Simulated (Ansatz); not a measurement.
# B₂Ge (quintet): from Hartree-Fock to the top rungs, cc-pVTZ

One table from this session's results is given with a row withheld; the runs are named, their logs left out.

The runs use Ansatz 0.2.0, Gaussian basis; cc-pVTZ, core rule «outside noble gas», up to 16 orbitals frozen.

Plan: UHF; CCSD(T) on ROHF; CCSD(T) on UHF; BCCD(T) on ROHF; CCSDT(Q) on ROHF; CCSDT(Q) on UHF; CASSCF and MRCISD+Q, 10 electrons in 12 orbitals; CASSCF and NEVPT2, 10 electrons in 12 orbitals.

8 further runs of the same task are left out: 2 for a known fault of the program, 6 set aside as unsound or not needed.

### The system

The geometry is a PBE0/def2-TZVP stationary point (not a proven minimum) of the parent state, kept for this charge and spin. No spin-orbit coupling is included. The filled d shell of Ge may be among the frozen orbitals whatever the setting's name suggests; the logs give the count.

3 atoms, charge 0, spin multiplicity 5.

Atoms are counted from 1 here; the program's logs count them from 0.

Bond lengths: B1–B2 1.542 Å, B2–Ge3 1.941 Å. Angles: B1–B2–Ge3 180.0°.

Coordinates:

```
atom   x (Å)   y (Å)    z (Å)
  B1  0.0000  0.0000  -1.6747
  B2  0.0000  0.0000  -0.1332
 Ge3  0.0000  0.0000   1.8079
```

Set-up of the first run:

File in.yaml:

```yaml
crystal:
  periodic: [false, false, false]
  atoms:
    - {symbol: B, position_ang: [0.000000, 0.000000, -1.674700]}
    - {symbol: B, position_ang: [0.000000, 0.000000, -0.133200]}
    - {symbol: Ge, position_ang: [0.000000, 0.000000, 1.807900]}
basis:
  gaussian: {orbitals: cc-pVTZ}
magnetization: {spin_polarized: true, initial_magnetization: 4}
hamiltonian: {xc: hf}
output: {orbitals: {seedname: orbitals}}
```

Command:

```bash
$ ansatz run in.yaml --threads 1 --pin off --events-out ev --progress --plain --max-ram 4096MiB --backend cpu
```

Steps of the session up to this table: UHF; CCSD(T) on ROHF; CCSD(T) on UHF; BCCD(T) on ROHF; CCSDT(Q) on ROHF; CCSDT(Q) on UHF; CASSCF and MRCISD+Q, 10 electrons in 12 orbitals; CASSCF and NEVPT2, 10 electrons in 12 orbitals.

One of the session's tables, all rows but one given; the rest of the session is left out.

| method | from UCCSDT(Q) (meV) |
| --- | --- |
| ROHF | ? |
| UHF | +6234.8 |
| RMP2 | +1330.1 |
| UMP2 | +1361.4 |
| RCCSD | +390.9 |
| UCCSD | +383.1 |
| RCCSD(T) | +83.7 |
| UCCSD(T) | +80.7 |
| BCCD(T) | +81.9 |
| RCCSDT | +25.9 |
| UCCSDT | +21.3 |
| RCCSDT(Q) | +5.4 |
| UCCSDT(Q) | 0 |
| CASSCF valence | +4163.2 |
| NEVPT2 valence | +935.2 |
| MRCISD valence | +353.0 |
| MRCISD+Q valence | +53.5 |

**Question.** Estimate the row for ROHF.

As computed: from UCCSDT(Q) (meV): +6370.5. In the column «from UCCSDT(Q) (meV)» it is the highest.

To keep in mind: Restricted and unrestricted rows rest on different reference determinants; where their highest levels disagree by more than a few hundredths of an eV, they describe different states and don't form one ladder.
